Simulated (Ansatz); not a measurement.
# H3CCl: the cost of one run

Method: DFT PBE+D3(BJ), plane waves, PAW, scalar-relativistic, no spin polarisation, in Ansatz 0.2.0.

### Step 1. The system as given

The cell holds 40 atoms (C8H24Cl8): a = 9.320 Å, b = 9.320 Å, c = 9.320 Å, α = 90.00°, β = 90.00°, γ = 90.00°.

The coordinates stand in the first input below.

### Step 2. Relaxing the start

The input, input.yaml:

```yaml
accuracy: low
crystal:
  lattice:
    - [9.320163, 0.0, 0.0]
    - [0.0, 9.320163, 0.0]
    - [0.0, 0.0, 9.320163]
  atoms:
    - { symbol: C, position: [0.9623249, 0.4986066, 0.437946] }
    - { symbol: Cl, position: [0.8967608, 0.5700032, 0.6021707] }
    - { symbol: H, position: [1.0732492, 0.465324, 0.4527335] }
    - { symbol: H, position: [0.8967727, 0.4068541, 0.4076977] }
    - { symbol: H, position: [0.9560062, 0.5811144, 0.3555863] }
    - { symbol: C, position: [0.6835794, 0.4329617, 0.9181193] }
    - { symbol: Cl, position: [0.7080476, 0.4220514, 1.1069264] }
    - { symbol: H, position: [0.6761336, 0.5453338, 0.8873352] }
    - { symbol: H, position: [0.7748418, 0.3829887, 0.8651621] }
    - { symbol: H, position: [0.5851885, 0.3770613, 0.8893974] }
    - { symbol: C, position: [0.7271313, 0.9487587, 0.7710202] }
    - { symbol: Cl, position: [0.7377399, 0.9974091, 0.955103] }
    - { symbol: H, position: [0.7262498, 1.0458491, 0.7061875] }
    - { symbol: H, position: [0.8199023, 0.8833377, 0.7437398] }
    - { symbol: H, position: [0.6289228, 0.8881108, 0.7534844] }
    - { symbol: C, position: [0.274774, 0.0992818, 0.0203846] }
    - { symbol: Cl, position: [0.2954626, 0.1898837, 0.1869053] }
    - { symbol: H, position: [0.2796801, 0.1775055, -0.0661462] }
    - { symbol: H, position: [0.3609176, 0.0213464, 0.0087251] }
    - { symbol: H, position: [0.1714012, 0.0450264, 0.0193866] }
    - { symbol: C, position: [0.2006696, 0.6505231, 0.7251655] }
    - { symbol: Cl, position: [0.1034362, 0.8124205, 0.7516375] }
    - { symbol: H, position: [0.1960307, 0.6216181, 0.6121453] }
    - { symbol: H, position: [0.3115686, 0.6672224, 0.7576175] }
    - { symbol: H, position: [0.1523266, 0.5662945, 0.7899659] }
    - { symbol: C, position: [0.5021984, 0.8061112, 0.1520604] }
    - { symbol: Cl, position: [0.5617265, 0.7760678, 0.3307211] }
    - { symbol: H, position: [0.5480491, 0.9062021, 0.1132002] }
    - { symbol: H, position: [0.5374516, 0.7173066, 0.0849668] }
    - { symbol: H, position: [0.3856364, 0.8127201, 0.1515948] }
    - { symbol: C, position: [0.0565982, 0.1717371, 0.4853288] }
    - { symbol: Cl, position: [-0.0709948, 0.220174, 0.6185195] }
    - { symbol: H, position: [0.1276674, 0.2623754, 0.4662378] }
    - { symbol: H, position: [0.1180871, 0.0800672, 0.5233593] }
    - { symbol: H, position: [4.08e-05, 0.1439174, 0.3870541] }
    - { symbol: C, position: [0.5862376, 0.4720565, 0.38511] }
    - { symbol: Cl, position: [0.6265278, 0.2859268, 0.3950243] }
    - { symbol: H, position: [0.5564239, 0.5100571, 0.4914006] }
    - { symbol: H, position: [0.680701, 0.5292808, 0.3472599] }
    - { symbol: H, position: [0.4975891, 0.4876999, 0.3107642] }
basis:
  ecutwfc: 420.0
kpoints:
  mp_grid: { grid: [1, 1, 1] }
hamiltonian:
  xc: pbe
  dispersion: d3bj
scf:
  occupations: { method: fermi_dirac, width: 0.02 }
  lower_state_search: "off"
relax:
  f_tol: 0.3
  max_steps: 15
  adjacent_minimum: "off"
```

Launch:

```
$ ansatz run input.yaml --threads 1 --pin off --max-ram 3072MiB --backend cpu --events-out ev --progress --plain --runs-dir out
```

Q: Estimate wall time and peak memory on 1 thread of Intel Xeon Platinum 8488C (Sapphire Rapids), shared host.

About 24 s, with a peak of 0.69 GiB.
